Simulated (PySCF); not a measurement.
# BeP−: bond curves at several levels of theory

One table from this session's results is given with a row withheld; the runs are named, their logs left out.

Computed with PySCF 2.14.0. Level: Be aug-cc-pVDZ, P aug-cc-pV(D+d)Z, no relativity.

2 further runs of the same task are left out: 2 set aside as unsound or not needed.

The first run:

A driver script around PySCF takes these settings:

```
atoms                         : Be, P
charge                        : -1
basis                         : Be aug-cc-pVDZ, P aug-cc-pV(D+d)Z
Hamiltonian                   : no relativity
basis functions               : 55
electrons treated             : 20
masses in u                   : 9.0122, 30.9738
levels                        : PBE0, PBE, r²SCAN, PBEsol, LDA, BHandHLYP, ωB97X, MP2, SCS-MP2, CCSD, CCSD(T)
grid                          : 80 radial by 434 angular points
occupations                   : held fixed by the projection of orbital angular momentum
dissociation limit            : Be + P−, each in its ground configuration
starting distance in angstrom : 2.125
values of 2S to try           : 0, 2
```

On the command line:

```sh
OMP_NUM_THREADS=1 python dia.py task.json out
```

Steps of the session up to this table: Input; PBE0 along the bond; Higher solutions at PBE0; PBE (GGA); r²SCAN; PBEsol; LDA (local density); BHandHLYP (global hybrid GGA); ωB97X; MP2 and coupled cluster.

One of the session's tables, all rows but one given; the rest of the session is left out.

Energy (eV) from each level's lowest point:

| R (Å) | UHF-MP2 | UHF-SCS-MP2 | UHF-CCSD | UHF-CCSD(T) | LDA |
| --- | --- | --- | --- | --- | --- |
| 1.696 | 0.846 | 0.858 | n/a | n/a | 0.720 |
| 1.775 | 0.395 | 0.405 | 0.400 | 0.423 | 0.318 |
| 1.854 | 0.135 | 0.142 | 0.139 | 0.153 | 0.096 |
| 1.913 | 0.036 | 0.040 | 0.039 | 0.045 | 0.019 |
| 1.972 | 0.000 | 0.000 | 0.000 | 0.000 | 0.000 |
| 2.031 | 0.014 | 0.009 | 0.010 | 0.003 | 0.027 |
| 2.110 | ? | ? | ? | ? | ? |
| 2.209 | 0.256 | 0.234 | 0.224 | 0.201 | 0.284 |
| 2.327 | 0.521 | 0.486 | 0.440 | 0.415 | 0.535 |
| 2.485 | 0.918 | 0.865 | n/a | n/a | 0.898 |

Estimate the missing values for R (Å) = 2.110.

Worked estimate for «UHF-MP2». A straight line through the neighbours (2.031, 0.014) and (2.209, 0.256) gives 0.014 + (0.256 − 0.014) × (2.110 − 2.031) / (2.209 − 2.031) = 0.121; a parabola fitted to 4 rows on both sides gives 0.097.

The run gave: UHF-MP2: 0.091; UHF-SCS-MP2: 0.079; UHF-CCSD: 0.079; UHF-CCSD(T): 0.064; LDA: 0.115. In «UHF-MP2» the line misses by +0.030 and the parabola by +0.006.
